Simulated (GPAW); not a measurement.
Input of a GPAW 26.7.0 run:

Contents of run.py:

```python
from ase import Atoms
from ase.dft.bandgap import bandgap
from ase.io import write
from ase.units import GPa
from gpaw import GPAW, PW

atoms = Atoms(['Se', 'Ti', 'Ti', 'Ti'],
              cell=[[3.1974455988, 0.0, 0.0],
                    [-1.5987227994, 2.7690691158, 0.0],
                    [0.0, 0.0, 7.942745]],
              scaled_positions=[[0.0, 0.0, 0.0],
                                [0.6666666667, 0.3333333333, 0.5],
                                [0.3333333333, 0.6666666667, 0.772902],
                                [0.3333333333, 0.6666666667, 0.227098]],
              pbc=True)

calc = GPAW(mode=PW(450),
            xc='LDA',
            kpts={'size': (8, 8, 3), 'gamma': True},
            occupations={'name': 'fermi-dirac', 'width': 0.05},
            nbands=39,
            maxiter=120,
            txt='gpaw.txt')
atoms.calc = calc
energy = atoms.get_potential_energy()
forces = atoms.get_forces()
stress = atoms.get_stress()
calc.write('gs.gpw')
write('result.traj', atoms)
print(f'Energy: {energy:.6f} eV')
print('Forces (eV/A):')
print(forces.round(4))
print('Stress (GPa):', (stress / GPa).round(3))
print('Fermi level:', round(calc.get_fermi_level(), 4), 'eV')
print(f'Gap: {bandgap(calc)[0]:.4f} eV, direct: {bandgap(calc, direct=True)[0]:.4f} eV')
```

Potentials or basis: the program's PAW data sets (release 1.2.1) made for this functional, pw.

Run with:

```console
$ OMP_NUM_THREADS=1 python run.py
```

(1) Predict the band gap on the k mesh.

(2) Estimate the largest force.

(3) Predict the pressure.

Answers

(1) none (metal or under the smearing width).

(2) 0.103 eV/Å.

(3) -8.0 GPa.

Caveat: the cutoff is short for stress and forces, so pressures can be off by a GPa or more.
